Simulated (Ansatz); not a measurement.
# FH₉Si₃Sn: one species, many methods

An exercise on one series of results from a longer session: the logs are not shown, and one member is left open.

Method: functionals in def2-TZVPP, the program's frozen cores in correlated methods; program: Ansatz 0.2.0, Gaussian basis.

Plan: LDA (SPW92), PBE-D4, revPBE-D4, BLYP-D4, r2SCAN-D4, B97M-V, PBE0-D4, B3LYP-D4, r2SCANh-D4, r2SCAN0-D4, HSE06-D4, BHLYP-D4, CAM-B3LYP-D4, LC-ωPBE, ωB97X-V, ωB97M-V, B2PLYP, PBE-QIDH; CCSD(T)/def2-SVP; MP2/def2-TZVPP; MP2/def2-QZVPP; RPA on PBE.

**The relaxed structure**

All runs share one geometry, relaxed beforehand with PBE0-D4 in a triple-zeta def2 set. Sn takes the def2 core potential; no spin-orbit term is included.

14 atoms, charge 0, spin multiplicity 1.

Atoms are counted from 1 here; the program's logs count them from 0.

Bond lengths: F1–Sn2 1.949 Å, Sn2–Si3 2.573 Å, Sn2–Si4 2.573 Å, Sn2–Si5 2.573 Å, Si3–H6 1.485 Å, Si3–H7 1.488 Å, Si3–H8 1.485 Å, Si4–H9 1.485 Å, Si4–H10 1.488 Å, Si4–H11 1.485 Å, Si5–H12 1.485 Å, Si5–H13 1.488 Å, Si5–H14 1.485 Å. Angles: F1–Sn2–Si3 103.4°, F1–Sn2–Si4 103.4°, F1–Sn2–Si5 103.4°, Si3–Sn2–Si4 114.8°, Si3–Sn2–Si5 114.8°, Si4–Sn2–Si5 114.8°, Sn2–Si3–H6 110.0°, Sn2–Si3–H7 108.6°, Sn2–Si3–H8 110.0°, H6–Si3–H7 109.2°, H6–Si3–H8 109.8°, H7–Si3–H8 109.2°, Sn2–Si4–H9 110.1°, Sn2–Si4–H10 108.6°, Sn2–Si4–H11 110.1°, H9–Si4–H10 109.2°, H9–Si4–H11 109.8°, H10–Si4–H11 109.2° and more.

Set-up of the first run:

Input file in.yaml:

```yaml
crystal:
  periodic: [false, false, false]
  atoms:
    - {symbol: F, position_ang: [-2.133330, -1.051175, 0.363732]}
    - {symbol: Sn, position_ang: [-0.404613, -0.200812, 0.070746]}
    - {symbol: Si, position_ang: [0.493837, 0.161958, 2.454132]}
    - {symbol: Si, position_ang: [-1.006573, 1.956837, -1.194827]}
    - {symbol: Si, position_ang: [0.888453, -1.938998, -1.317099]}
    - {symbol: H, position_ang: [-0.428687, 1.040659, 3.217760]}
    - {symbol: H, position_ang: [1.827904, 0.814923, 2.364824]}
    - {symbol: H, position_ang: [0.635612, -1.143185, 3.148970]}
    - {symbol: H, position_ang: [-1.898835, 2.803656, -0.362319]}
    - {symbol: H, position_ang: [0.247476, 2.704417, -1.482174]}
    - {symbol: H, position_ang: [-1.680344, 1.624560, -2.476202]}
    - {symbol: H, position_ang: [1.033520, -3.200696, -0.546769]}
    - {symbol: H, position_ang: [2.239515, -1.394549, -1.620878]}
    - {symbol: H, position_ang: [0.173168, -2.206994, -2.590996]}
basis:
  gaussian: {orbitals: def2-TZVPP}
hamiltonian: {xc: lda}
output: {orbitals: {seedname: orbitals}}
```

Run with:

```
ansatz run in.yaml --threads 4 --pin off --events-out ev --progress --plain --max-ram 11315MiB
```

Steps of the session up to this table: LDA; PBE-D4 (GGA); revPBE-D4 (GGA); BLYP-D4 (GGA); r2SCAN-D4 (meta-GGA); B97M-V (meta-GGA); B3LYP-D4 (hybrid); r2SCANh-D4 (hybrid); r2SCAN0-D4 (hybrid); HSE06-D4 (hybrid); BHLYP-D4 (hybrid); CAM-B3LYP-D4 (range-separated); LC-ωPBE (range-separated); ωB97X-V (range-separated); ωB97M-V (range-separated); B2PLYP (double hybrid); PBE-QIDH (double hybrid).

One of the session's tables, all rows but one given; the rest of the session is left out.

It belongs to the step «Orbital energies across the functionals». 

```
  functional  HOMO (eV)  LUMO (eV)  gap (eV)
 LDA (SPW92)          ?          ?         ?
      PBE-D4      -6.64      -2.17      4.48
   revPBE-D4      -6.59      -2.06      4.53
     BLYP-D4      -6.49      -2.01      4.47
   r2SCAN-D4      -6.89      -1.99      4.90
      B97M-V      -7.04      -2.17      4.87
     PBE0-D4      -7.70      -1.41      6.29
    B3LYP-D4      -7.49      -1.58      5.91
  r2SCANh-D4      -7.28      -1.72      5.56
  r2SCAN0-D4      -7.85      -1.32      6.53
    HSE06-D4      -7.31      -1.77      5.54
    BHLYP-D4      -8.60      -0.56      8.04
CAM-B3LYP-D4      -8.86      -0.40      8.46
     LC-ωPBE     -10.11       0.66     10.76
     ωB97X-V      -9.80       0.53     10.33
     ωB97M-V      -9.61       0.30      9.90
```

Q: Estimate the row for LDA (SPW92) from the others.

The run gave: HOMO (eV): -6.75; LUMO (eV): -2.38; gap (eV): 4.38. In the column «HOMO (eV)» it lies between r2SCAN-D4 (-6.89) and PBE-D4 (-6.64).
